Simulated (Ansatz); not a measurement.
# C₂H₃BF₂O: one species, many methods

How much do the methods differ for C₂H₃BF₂O? The plan is to run it at one geometry with functionals of several rungs and with coupled cluster, and see how far each lands from CCSD(T) at the basis-set limit for the atomisation energy.

Method: functionals in def2-TZVPP, the program's frozen cores in correlated methods; program: Ansatz 0.2.0, Gaussian basis.

Plan: PBE-D4, r2SCAN-D4, PBE0-D4, B3LYP-D4, ωB97X-V, ωB97M-V, B2PLYP; CCSD(T)/def2-TZVPP; MP2/def2-QZVPP; extrapolation to the limit.

### Step 1. The relaxed structure

An earlier PBE0-D4 in a triple-zeta def2 set relaxation fixed the geometry.

SMILES `O=CCB(F)F`, 9 atoms, charge 0, spin multiplicity 1.

Atoms are counted from 1 here; the program's logs count them from 0.

Bond lengths: O1–C2 1.199 Å, C2–C3 1.500 Å, C2–H7 1.110 Å, C3–B4 1.568 Å, C3–H8 1.091 Å, C3–H9 1.101 Å, B4–F5 1.320 Å, B4–F6 1.317 Å. Angles: O1–C2–C3 123.9°, O1–C2–H7 120.8°, C3–C2–H7 115.3°, C2–C3–B4 113.3°, C2–C3–H8 110.5°, C2–C3–H9 107.7°, B4–C3–H8 111.6°, B4–C3–H9 105.1°, H8–C3–H9 108.4°, C3–B4–F5 121.5°, C3–B4–F6 121.5°, F5–B4–F6 117.0°.

### Step 2. PBE-D4 (GGA)

in.yaml

```yaml
crystal:
  periodic: [false, false, false]
  atoms:
    - {symbol: O, position_ang: [-0.945550, -2.067451, 0.335224]}
    - {symbol: C, position_ang: [-0.280558, -1.267669, -0.260520]}
    - {symbol: C, position_ang: [0.419412, -0.110964, 0.389803]}
    - {symbol: B, position_ang: [-0.120444, 1.283514, -0.080372]}
    - {symbol: F, position_ang: [-0.535474, 1.480013, -1.317965]}
    - {symbol: F, position_ang: [-0.154353, 2.318025, 0.733193]}
    - {symbol: H, position_ang: [-0.154637, -1.339974, -1.361079]}
    - {symbol: H, position_ang: [0.388177, -0.207947, 1.475538]}
    - {symbol: H, position_ang: [1.472028, -0.133847, 0.069177]}
basis:
  gaussian: {orbitals: def2-TZVPP}
hamiltonian: {xc: pbe, dispersion: d4}
output: {forces: true, orbitals: {seedname: orbitals}}
```

Run with:

```bash
> ansatz run in.yaml --threads 4 --pin off --events-out ev --progress --plain --max-ram 10444MiB
```

Further steps of the session: r2SCAN-D4 (meta-GGA); PBE0-D4 (hybrid); B3LYP-D4 (hybrid); ωB97X-V (range-separated); ωB97M-V (range-separated); B2PLYP (double hybrid); CCSD(T) in def2-TZVPP; MP2 in def2-QZVPP.

**Question.** What will the summary of the whole plan be? Wanted: atomisation energy, CCSD(T)/CBS; farthest; mean size of error, hybrid; mean size of error, range-separated; gap, smallest and largest; T1 diagnostic; triples share of the correlation energy.

The runs gave:

| quantity | value |
| --- | --- |
| atomisation energy, CCSD(T)/CBS | 4065.9 kJ/mol |
| functionals within 20.3 kJ/mol (0.5 %) | B3LYP-D4, ωB97X-V, B2PLYP |
| farthest | PBE-D4 (+150.9 kJ/mol) |
| mean size of error, hybrid | 18.6 kJ/mol |
| mean size of error, range-separated | 18.5 kJ/mol |
| gap, smallest and largest | 4.03 eV (PBE-D4), 11.70 eV (ωB97X-V) |
| T1 diagnostic | 0.0143 |
| triples share of the correlation energy | 3.5 % |

**Reading.** PBE-D4 misses by +150.9 kJ/mol. Double hybrids carry the basis error of their MP2 part in triple zeta, and no dispersion term here, so their miss is partly the set-up's. The reference freezes the cores and leaves out relativity and excitations past (T), so misses under about 20.3 kJ/mol can't be ranked. Hartree-Fock recovers 74 % of the binding; the rest is correlation. The gap grows from 4.0 to 11.7 eV across the functionals, mostly with the share of exact exchange.
